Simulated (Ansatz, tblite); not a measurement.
**In9Sb9 wurtzite hole sphere (In9Sb9H24): one state, many levels**

Aim: run the singlet of In9Sb9 wurtzite hole sphere (In9Sb9H24) at one geometry on many levels, and compare frontier levels, spin and run time.

The runs use Ansatz 0.2.0, Gaussian basis; as each input shows.

Plan: GFN1-xTB, GFN2-xTB, PBE-D4/def2-TZVP, r2SCAN-D4/def2-TZVP, PBE-D4/def2-SVP, PBE0-D4/def2-SVP.

1 further run of the same task is left out (set aside as unsound or not needed). Runs told in other sessions of the task aren't counted.

## (1) The relaxed structure

The singlet was relaxed beforehand with PBE-D4/def2-SVP.

42 atoms, charge 0, spin multiplicity 1.

Bond lengths: In1–Sb2 2.956 Å, In1–Sb3 2.886 Å, In1–H19 1.736 Å, In1–H20 1.736 Å, Sb2–In5 2.878 Å, Sb2–H21 1.720 Å, Sb2–H22 1.721 Å, Sb3–In4 2.847 Å, Sb3–In11 2.848 Å, Sb3–H23 1.724 Å, In4–Sb6 2.884 Å, In4–Sb7 2.848 Å, In4–H24 1.745 Å, In5–Sb6 2.854 Å, In5–Sb12 2.854 Å, In5–H25 1.742 Å, Sb6–In9 2.854 Å, Sb6–H26 1.722 Å and more. Angles: Sb2–In1–Sb3 90.3°, Sb2–In1–H19 104.1°, Sb2–In1–H20 104.0°, Sb3–In1–H19 110.1°, Sb3–In1–H20 110.0°, H19–In1–H20 130.2°, In1–Sb2–In5 128.6°, In1–Sb2–H21 110.2°, In1–Sb2–H22 110.2°, In5–Sb2–H21 103.8°, In5–Sb2–H22 103.8°, H21–Sb2–H22 94.8°, In1–Sb3–In4 114.1°, In1–Sb3–In11 114.1°, In1–Sb3–H23 105.7°, In4–Sb3–In11 116.6°, In4–Sb3–H23 101.9°, In11–Sb3–H23 102.0° and more.

In, Sb take a core potential in the def2 sets. No spin-orbit coupling is included.

PBE0-D4/def2-TZVP was run before; its log isn't repeated, and its numbers join the tables.

## (2) GFN1-xTB

Tight binding, by tblite at 300 K electronic temperature and without a spin-polarisation term:

```python
tblite.interface.Calculator('GFN1-xTB', numbers, positions, charge=0, uhf=0).singlepoint()
```

Energy -1350.9349 eV, HOMO -9.49 eV, LUMO -7.62 eV; 0.29 s.

## (3) GFN2-xTB

Tight binding, by tblite at 300 K electronic temperature and without a spin-polarisation term:

```python
tblite.interface.Calculator('GFN2-xTB', numbers, positions, charge=0, uhf=0).singlepoint()
```

Energy -1173.6238 eV, HOMO -10.32 eV, LUMO -7.81 eV; 0.42 s.

## (4) PBE-D4/def2-TZVP

start.molden holds the orbitals of an earlier run on this state, given as this run's starting guess.

Contents of in.yaml:

```yaml
crystal:
  periodic: [false, false, false]
  atoms:
    - {symbol: In, position_ang: [0.002285, -5.538611, -1.794570]}
    - {symbol: Sb, position_ang: [-0.001902, -5.158644, 1.136591]}
    - {symbol: Sb, position_ang: [0.000872, -2.679166, -2.181791]}
    - {symbol: In, position_ang: [-2.421715, -1.400498, -1.404926]}
    - {symbol: In, position_ang: [0.000776, -2.698293, 2.629882]}
    - {symbol: Sb, position_ang: [-2.162778, -1.247990, 1.463239]}
    - {symbol: Sb, position_ang: [-2.315795, 1.336528, -2.183756]}
    - {symbol: In, position_ang: [-4.792278, 2.766745, -1.799374]}
    - {symbol: In, position_ang: [-2.334915, 1.352202, 2.627691]}
    - {symbol: Sb, position_ang: [-4.464204, 2.581618, 1.132524]}
    - {symbol: In, position_ang: [2.423934, -1.399561, -1.406437]}
    - {symbol: Sb, position_ang: [2.165230, -1.249305, 1.462507]}
    - {symbol: Sb, position_ang: [2.319958, 1.337194, -2.184883]}
    - {symbol: In, position_ang: [0.002018, 2.797157, -1.407353]}
    - {symbol: In, position_ang: [2.340341, 1.349719, 2.628059]}
    - {symbol: Sb, position_ang: [0.003560, 2.500338, 1.460901]}
    - {symbol: In, position_ang: [4.797133, 2.766426, -1.799277]}
    - {symbol: Sb, position_ang: [4.470695, 2.577349, 1.132162]}
    - {symbol: H, position_ang: [-1.571201, -6.186608, -2.138038]}
    - {symbol: H, position_ang: [1.578047, -6.184119, -2.132514]}
    - {symbol: H, position_ang: [-1.272696, -6.070725, 1.853042]}
    - {symbol: H, position_ang: [1.260855, -6.078224, 1.857902]}
    - {symbol: H, position_ang: [-0.000212, -2.438907, -3.888880]}
    - {symbol: H, position_ang: [-3.881285, -2.242450, -1.858987]}
    - {symbol: H, position_ang: [0.000471, -2.884287, 4.362354]}
    - {symbol: H, position_ang: [-3.556472, -2.050938, 2.077218]}
    - {symbol: H, position_ang: [-2.105791, 1.215182, -3.890302]}
    - {symbol: H, position_ang: [-6.139864, 1.725755, -2.138052]}
    - {symbol: H, position_ang: [-4.565377, 4.453224, -2.142988]}
    - {symbol: H, position_ang: [-2.493552, 1.444229, 4.360246]}
    - {symbol: H, position_ang: [-5.891212, 1.944322, 1.851987]}
    - {symbol: H, position_ang: [-4.623538, 4.137557, 1.849509]}
    - {symbol: H, position_ang: [3.882873, -2.242840, -1.859942]}
    - {symbol: H, position_ang: [3.558491, -2.054143, 2.074938]}
    - {symbol: H, position_ang: [2.110595, 1.216045, -3.891482]}
    - {symbol: H, position_ang: [0.001874, 4.481724, -1.863211]}
    - {symbol: H, position_ang: [2.500793, 1.443667, 4.360375]}
    - {symbol: H, position_ang: [0.003737, 4.109628, 2.072734]}
    - {symbol: H, position_ang: [6.144501, 1.726291, -2.140654]}
    - {symbol: H, position_ang: [4.569730, 4.453435, -2.139745]}
    - {symbol: H, position_ang: [5.897735, 1.937455, 1.849766]}
    - {symbol: H, position_ang: [4.632984, 4.132518, 1.850333]}
basis:
  gaussian: {orbitals: def2-TZVP, fitting: {mean_field: def2-universal-jkfit}, initial_orbitals: start.molden}
hamiltonian: {xc: pbe, dispersion: d4}
scf: {omitted_lower_state_checks: [starts]}
output: {orbitals: {seedname: orbitals}}
```

Run with:

```sh
$ ansatz run in.yaml --threads 5 --pin off --events-out ev --progress --plain --max-ram 66560MiB --backend cuda --devices 0, --max-vram 37GiB
```

Further steps of the session: r2SCAN-D4/def2-TZVP; PBE-D4/def2-SVP; PBE0-D4/def2-SVP.

Before running them: what should the planned runs give, taken together? Wanted: gap in def2-TZVP, named functionals, smallest and largest; binding an atom, functionals in def2-TZVP; PBE0 total energy, smallest basis above largest.

The runs gave:

| quantity | value |
| --- | --- |
| gap in def2-TZVP, named functionals, smallest and largest | 2.86 eV (PBE-D4), 4.33 eV (PBE0-D4) |
| binding an atom, functionals in def2-TZVP | 2.20 (PBE0-D4) to 2.21 eV (PBE-D4) |
| PBE0 total energy, smallest basis above largest | 3.59 eV (def2-SVP, def2-TZVP) |

Over the named functionals in def2-TZVP the gap runs from 2.86 eV (PBE-D4) to 4.33 eV (PBE0-D4); exact exchange widens it.
